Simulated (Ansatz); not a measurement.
# NiMoIrPdW (P3m1) in Ansatz: band structure with PBEsol

Aim: the band structure of NiMoIrPdW with PBEsol.

All numbers are computed with Ansatz 0.2.0; they aren't measurements. Logs are shortened: lines on timing, memory, paths and dates and some standing lists are left out, and cuts for length are marked.

### 1 The crystal as given

It takes space group P3m1 (No. 156, trigonal). The conventional cell has a = 2.761 Å, b = 2.761 Å, c = 11.341 Å, α = 90.00°, β = 90.00°, γ = 120.00°. Around Ni (site symmetry 3m) lie 3 W at 2.59 Å and 3 Pd at 2.68 Å and 6 Ni at 2.76 Å. Around Mo (site symmetry 3m) lie 3 Ir at 2.66 Å and 1 W at 2.66 Å and 6 Mo at 2.76 Å. Pd (site symmetry 3m) is surrounded by 3 Ni at 2.68 Å and 6 Pd at 2.76 Å and 3 Ir at 2.84 Å. Ir (site symmetry 3m) is surrounded by 3 Mo at 2.66 Å and 6 Ir at 2.76 Å and 3 Pd at 2.84 Å. W (site symmetry 3m) has 3 Ni at 2.59 Å and 1 Mo at 2.66 Å and 6 W at 2.76 Å as nearest neighbours.

The cell was built by a generator and needn't be a form met in nature.

### 2 Band structure, PBEsol, collinear spin, ferromagnetic start

input.yaml reads:

```yaml
crystal:
  lattice:
    - [2.76078, 0.0, 0.0]
    - [-1.38039, 2.3909, 0.0]
    - [0.0, 0.0, 11.34051]
  atoms:
    - { symbol: Ni, position: [0.0, 0.0, 0.70917], spin: 1.0 }
    - { symbol: Mo, position: [0.66667, 0.33333, 0.29425], spin: 1.0 }
    - { symbol: Pd, position: [0.66667, 0.33333, 0.89901] }
    - { symbol: Ir, position: [0.0, 0.0, 0.10604], spin: 0.6 }
    - { symbol: W, position: [0.66667, 0.33333, 0.52921] }
hamiltonian:
  xc: pbesol
  pseudopotentials: { kind: paw }
magnetization:
  spin_polarized: true
kpoints:
  mp_grid: { grid: [11, 11, 3] }
  band_path:
    path:
      - [[0.0, 0.0, 0.0], [0.5, 0.0, 0.0], [0.3333333333, 0.3333333333, 0.0], [0.0, 0.0, 0.0], [0.0, 0.0, 0.5], [0.5, 0.0, 0.5], [0.3333333333, 0.3333333333, 0.5], [0.0, 0.0, 0.5]]
      - [[0.5, 0.0, 0.5], [0.5, 0.0, 0.0]]
      - [[0.3333333333, 0.3333333333, 0.0], [0.3333333333, 0.3333333333, 0.5]]
    npoints: 14
scf:
  occupations: { method: fermi_dirac, width: 0.05 }
  n_extra_bands: 12
output:
  forces: true
  stress: true
  eigenvalues: true
  fatbands: false
  write_density: true
  write_potential: true
  elf: true
  volumetric_format: npy
```

Potentials or basis: Ansatz PAW.

Started as:

```sh
$ ansatz run input.yaml --threads 8 --pin off --max-ram 20480MiB --backend cpu --events-out ev --progress --plain --runs-dir out
```

Log:

```text
Warning: the atoms were moved onto the symmetric positions of the space group found under crystal.symmetry.tolerance 1.0e-5 (fractional; no operation is sought that the atoms, as they stand in a round, miss by more than twice it, and no atom is moved by as much as it), and the run uses the moved positions. Before a round's move an operation carried an atom to 1.66e-5 Å from where it should land, the largest such distance. Atom 1 (counting from 0) moved farthest, by 1.59e-5 Å; the longest move in fractions of the cell, of whichever atom, is 0.47 of the tolerance, in 1 round. To run the atoms as typed, lower crystal.symmetry.tolerance until the operations that they miss are no longer found, or set crystal.symmetry.detect: false (a key that needs symmetry detection or time reversal refuses this as the deck is read). The positions used, in the order of the run's atom list: position: [4.884966061757638e-17, -7.401373893108076e-18, 0.70917]; position: [0.6666666666666667, 0.33333333333333337, 0.29425]; position: [0.6666666666666667, 0.33333333333333337, 0.89901]; position: [4.884966061757638e-17, -7.401373893108076e-18, 0.10604]; position: [0.6666666666666667, 0.33333333333333337, 0.52921]; The lattice was moved too: crystal.lattice keeps the space group found at crystal.symmetry.tolerance 1.0e-5 only nearly: the operation that it misses by the most changes a squared length by the fraction 4.07e-6. The run uses the lattice that is a stretch of the typed one, with no rotation, onto the one that keeps every operation to a double's rounding (on a very oblique basis the stretch itself rounds by more); the deck's lattice vector that moved farthest moved by 3.24e-6 Å. To run the lattice as typed, set crystal.symmetry.tolerance under 4.06e-6, the least fraction by which an operation that the lattice misses changes a squared length (the same key also sets how far an atom may lie from its image, so lowering it can lose operations that the atoms keep only within it), or set crystal.symmetry.detect: false, as for the atoms. crystal.lattice made exact, in Å and degrees: [[2.760776758607379, 0.0, 0.0], [-1.3803883793036895, 2.390902807131649, 0.0], [0.0, 0.0, 11.34051]]. Pasted over the deck's crystal.lattice, beside positions in fractional coordinates, it runs the same cell (given as lengths and angles, that cell in the form's own orientation, a rigid turn of the misfit's size from the one run here, for which a checkpoint.post_process_only pass over this run's state can be refused: where this run relaxes nothing, give such a pass this deck's own crystal.lattice, as typed; behind a relaxation, as crystal.lattice, the state's own cell, identity.cell in its checkpoint.json), and a matrix so pasted ends this notice, except on a very skew basis of the lattice, where the rounding of the pasted numbers themselves can read as a misfit: the cell is then moved again, and that move is told again. The lattice as run is in this notice's lattice.as_run_ang field (Run.prep()["deck_notices"] in Python, the deck_notice line of an events file, deck_notices of ansatz run --dry-run=json, or deck_notices in record.json in the deck's checkpoint.write directory).
Warning: RAYON_NUM_THREADS=8 ignored (pool sized by the plan → 8); use --threads N
scf.n_extra_bands = 12 over 41 filled bands (N_el = 81.0): the run solves 53 bands
Engine: ansatz 0.2.0, x86_64-unknown-linux-gnu
Pseudopotentials: kind: paw
Pseudopotential: Ni, paw, valence charge 18, recommended cutoff 420 eV (normal), Ni.paw.azcp
Pseudopotential: Mo, paw, valence charge 14, recommended cutoff 420 eV (normal), Mo.paw.azcp
Pseudopotential: Pd, paw, valence charge 18, recommended cutoff 420 eV (normal), Pd.paw.azcp
Pseudopotential: Ir, paw, valence charge 17, recommended cutoff 420 eV (normal), Ir.paw.azcp
Pseudopotential: W, paw, valence charge 14, recommended cutoff 420 eV (normal), W.paw.azcp
Functional definition: PBEsol
  exchange = pbesol_x
  correlation = pbesol_c
Crystal: 5 atoms, lattice volume = 74.856 Å³
Basis set: ecut = 420 eV, 1483 PW (Γ), exchange–correlation on 40×40×160 points (8 copies of the dense FFT grid, shifted against one another)
Bands: 53, of which v1, the nominal top of the filled ones, is band 41 counted from 1 (40 counted from 0)
Symmetry: 6 space group operations
Space group: P3m1 (ITA 156), of the structure as read, at distance tolerance 4.2e-5 Å
Magnetic group: BNS 156.49 (UNI 1279), of the structure as read, at distance tolerance 4.2e-5 Å
k-points: 42 of 363 (time reversal used)
Non-local potential: Ni, projectors of the file, l = 0: 3, l = 1: 2, l = 2: 3, l = 3: 1
Non-local potential: Mo, projectors of the file, l = 0: 3, l = 1: 2, l = 2: 2, l = 3: 1
Non-local potential: Pd, projectors of the file, l = 0: 2, l = 1: 2, l = 2: 2, l = 3: 1
Non-local potential: Ir, projectors of the file, l = 0: 3, l = 1: 2, l = 2: 2, l = 3: 1
Non-local potential: W, projectors of the file, l = 0: 3, l = 1: 2, l = 2: 2, l = 3: 1
PAW form: soft (Blöchl's): semilocal exchange-correlation on the pseudo side does not see the compensation charge
PAW frozen core: Ni, regenerated for the run's functional, and the local potential with it (the file was generated under x = pbe(κ = 0.804, μ = 0.2195149727645171), c = pbe(β = 0.06672455060314922))
PAW frozen core: Mo, regenerated for the run's functional, and the local potential with it (the file was generated under x = pbe(κ = 0.804, μ = 0.2195149727645171), c = pbe(β = 0.06672455060314922))
PAW frozen core: Pd, regenerated for the run's functional, and the local potential with it (the file was generated under x = pbe(κ = 0.804, μ = 0.2195149727645171), c = pbe(β = 0.06672455060314922))
[... 70 lines left out ...]
NSCF: frozen V_eff on 129 k-points
SCF converged after 18 iterations
Magnetization: 0.0000 μB (40.5000 up, 40.5000 down)
Absolute magnetization: 0.0000 μB (∫|ρ↑−ρ↓|, with the PAW one-centre terms)
Spin contamination: 0.0000 ħ² per cell (⟨S²⟩ above its minimum at these occupations)
Per-site moments (μB) at R_I (Å): [(9.974612124255356e-6, 1.0681798738435648), (5.030401831159775e-7, 1.0988524347332758), (5.698232460588282e-7, 1.1049713305998032), (1.8016592758028133e-7, 1.0988524347332758), (1.068155885226426e-6, 1.0681798738435648)]
Free energy (F): -39663.391688 eV
Harris-Foulkes:  -39663.391688 eV  (|F-HF|=5.32e-9)
Internal energy: -39663.344536 eV  (E = F + TS)
E sigma→0 (E₀):  -39663.368112 eV
Entropy (-TS):   -0.047152 eV (-9.430 meV/atom)
Fermi energy:    20.185909 eV
--- Per-component energies (eV) ---
  E_band       = -721.842854
  E_kinetic    = 2307.188391
  E_local      = -9518.149144  (includes V_loc(G=0)·N_el)
  E_nonlocal   = 1083.204743
  E_hartree    = 3926.510363
  E_xc         = -963.683544
  E_vxc        = -1083.928926  (∫ρ·V_xc dr)
  E_paw        = -25950.188227  (= ΣΔE_a)
  E_vpaw       = -1363.178135  (= ΣTr[D̂ρ^β])
  E_aug_tail   = 0.000755  (compensation charges beyond the density's cutoff)
  E_ewald      = -10549.424063
  E_core_change = 1.196189  (= ΣΔE_core)
  E_smearing   = -0.047152  (= −TS)
  E_closure    = 0.000000  (closes the sum)
  Σ components = -39663.391688   (vs F -39663.391688, Δ=0.00e0)
--- Forces (eV/Å), atoms counted from 1 ---
  atom   1  Ni    -0.00000000    -0.00000000    -0.06346774
  atom   2  Mo     0.00000000    -0.00000000     0.07001887
  atom   3  Pd     0.00000000    -0.00000000     0.05621434
  atom   4  Ir    -0.00000000     0.00000000    -0.12983405
  atom   5  W      0.00000000     0.00000000     0.06710943
  max |Σ_I F_I| component: 4.09e-5 eV/Å
--- Stress (GPa, compression-positive) ---
       -9.049899       0.000000      -0.000000
        0.000000      -9.049899      -0.000000
       -0.000000      -0.000000      -8.893877
  P = ⅓ Tr σ = -8.9979 GPa (-89.979 kbar)
--- Band table (eV; the first three rows and the last of 84) ---
  k-point 0 ↑: bands = ["-82.4920", "-72.3329", "-63.9626", "-53.6276", "-43.2566", "-42.8963", "-42.8963", "-40.7572", "-29.7387", "-29.5354", "-29.5354", "-29.1133", "-28.9446", "-28.9446", "-17.9852", "-17.2648", "-17.2648", "-14.8743", "-14.1850", "-14.1850", "11.2495", "12.1723", "13.8289", "14.3285", "15.2495", "16.8238", "16.9308", "16.9308", "17.3710", "17.4294", "17.4294", "18.3477", "18.3477", "18.3621", "18.6071", "18.6071", "18.7620", "18.7620", "19.2307", "19.3088", "19.3088", "20.0941", "20.0941", "20.2486", "20.4470", "20.4470", "22.2505", "22.2505", "23.8291", "23.8291", "28.7858", "29.8081", "33.0343"]
  k-point 1 ↑: bands = ["-82.4920", "-72.3329", "-63.9626", "-53.6276", "-43.2566", "-42.8963", "-42.8963", "-40.7572", "-29.7387", "-29.5354", "-29.5354", "-29.1132", "-28.9445", "-28.9445", "-17.9851", "-17.2647", "-17.2647", "-14.8743", "-14.1850", "-14.1850", "11.3162", "12.0335", "13.8161", "14.5579", "15.1456", "16.9168", "16.9309", "16.9309", "17.3020", "17.4305", "17.4305", "18.1734", "18.3302", "18.3302", "18.6037", "18.6037", "18.8175", "18.8175", "19.1339", "19.2460", "19.2460", "20.1615", "20.1615", "20.4087", "20.4087", "20.5291", "22.2452", "22.2452", "23.8326", "23.8326", "28.1621", "30.7867", "32.7738"]
  k-point 2 ↑: bands = ["-82.4916", "-72.3301", "-63.9599", "-53.6190", "-43.2561", "-42.9005", "-42.8974", "-40.7415", "-29.7346", "-29.5603", "-29.5414", "-29.1087", "-28.9854", "-28.9545", "-17.9706", "-17.3655", "-17.2876", "-14.8593", "-14.2896", "-14.2087", "11.5594", "12.4898", "14.0712", "14.5631", "15.4723", "16.6672", "16.7570", "17.1642", "17.2783", "17.4338", "17.5857", "18.1536", "18.2454", "18.3314", "18.3789", "18.6921", "18.7128", "18.8155", "18.8410", "19.1935", "19.3889", "19.8343", "19.9485", "20.2539", "20.6082", "21.1598", "22.2091", "22.7692", "23.6731", "23.7588", "28.9840", "30.1376", "33.6293"]
  k-point 41 ↓: bands = ["-82.4862", "-72.2942", "-63.9236", "-53.5065", "-43.2499", "-42.9377", "-42.9278", "-40.5322", "-29.7796", "-29.7203", "-29.6856", "-29.3397", "-29.2451", "-29.0498", "-18.2098", "-17.9801", "-17.7785", "-15.1725", "-14.9318", "-14.6614", "14.9690", "15.3496", "15.6246", "15.8883", "16.1687", "16.3926", "16.6788", "16.7975", "17.2349", "17.3524", "17.4897", "17.5999", "17.8357", "18.0784", "18.3799", "19.0805", "19.4928", "19.7607", "20.1387", "20.2874", "20.4669", "20.6594", "21.3251", "21.3688", "23.2357", "24.8234", "25.3771", "26.3006", "26.6507", "27.2438", "28.0096", "28.4974", "29.1356"]
```

Wall time 18 s (8 threads of Intel Xeon 6975P-C (Granite Rapids), shared host); peak memory 0.94 GiB.

What came out:

| Property | Result |
| --- | --- |
| Free energy | -39663.3917 eV |
| Pressure | -9.0 GPa |
| Largest force | 0.130 eV/Å |
| Band gap on the k mesh | none (metal or under the smearing width) |
| Net moment | 0.00 μB per cell |
| Absolute moment | 0.00 μB per cell |

Forces in eV/Å, atoms in the order of the input:
```
Ni   0.000  0.000 -0.063
Mo   0.000  0.000  0.070
Pd   0.000  0.000  0.056
Ir   0.000  0.000 -0.130
W    0.000  0.000  0.067
```

Stress tensor (GPa, compression positive):
```
-9.05  0.00  0.00
 0.00 -9.05  0.00
 0.00  0.00 -8.89
```

Levels at the corners of the path, in eV from the Fermi level:
Spin up:
| point | band 37 | band 38 | band 39 | band 40 | band 41 | band 42 |
| --- | --- | --- | --- | --- | --- | --- |
| Γ | -1.42 | -1.42 | -0.96 | -0.88 | -0.88 | -0.09 |
| M | -0.48 | -0.35 | -0.04 | 0.99 | 1.01 | 1.26 |
| K | -0.44 | -0.30 | -0.05 | 0.02 | 0.10 | 0.16 |
| Γ | -1.42 | -1.42 | -0.96 | -0.88 | -0.88 | -0.09 |
| A | -1.35 | -1.35 | -1.07 | -0.96 | -0.96 | 0.00 |
| L | -0.34 | -0.04 | 0.16 | 0.79 | 1.06 | 1.22 |
| H | -0.44 | -0.31 | -0.06 | 0.08 | 0.15 | 0.28 |
| A | -1.35 | -1.35 | -1.07 | -0.96 | -0.96 | 0.00 |
| L | -0.34 | -0.04 | 0.16 | 0.79 | 1.06 | 1.22 |
| M | -0.48 | -0.35 | -0.04 | 0.99 | 1.01 | 1.26 |
| K | -0.44 | -0.30 | -0.05 | 0.02 | 0.10 | 0.16 |
| H | -0.44 | -0.31 | -0.06 | 0.08 | 0.15 | 0.28 |
Spin down:
| point | band 37 | band 38 | band 39 | band 40 | band 41 | band 42 |
| --- | --- | --- | --- | --- | --- | --- |
| Γ | -1.42 | -1.42 | -0.96 | -0.88 | -0.88 | -0.09 |
| M | -0.48 | -0.35 | -0.04 | 0.99 | 1.01 | 1.26 |
| K | -0.44 | -0.30 | -0.05 | 0.02 | 0.10 | 0.16 |
| Γ | -1.42 | -1.42 | -0.96 | -0.88 | -0.88 | -0.09 |
| A | -1.35 | -1.35 | -1.07 | -0.96 | -0.96 | 0.00 |
| L | -0.34 | -0.04 | 0.16 | 0.79 | 1.06 | 1.22 |
| H | -0.44 | -0.31 | -0.06 | 0.08 | 0.15 | 0.28 |
| A | -1.35 | -1.35 | -1.07 | -0.96 | -0.96 | 0.00 |
| L | -0.34 | -0.04 | 0.16 | 0.79 | 1.06 | 1.22 |
| M | -0.48 | -0.35 | -0.04 | 0.99 | 1.01 | 1.26 |
| K | -0.44 | -0.30 | -0.05 | 0.02 | 0.10 | 0.16 |
| H | -0.44 | -0.31 | -0.06 | 0.08 | 0.15 | 0.28 |

Caveat: spin-orbit coupling is left out, which moves the levels of the heavy elements; the PAW data sets come from PBE, with cores solved anew for the run's functional, which leaves a small shift of forces and pressure; the starting moments weren't kept.
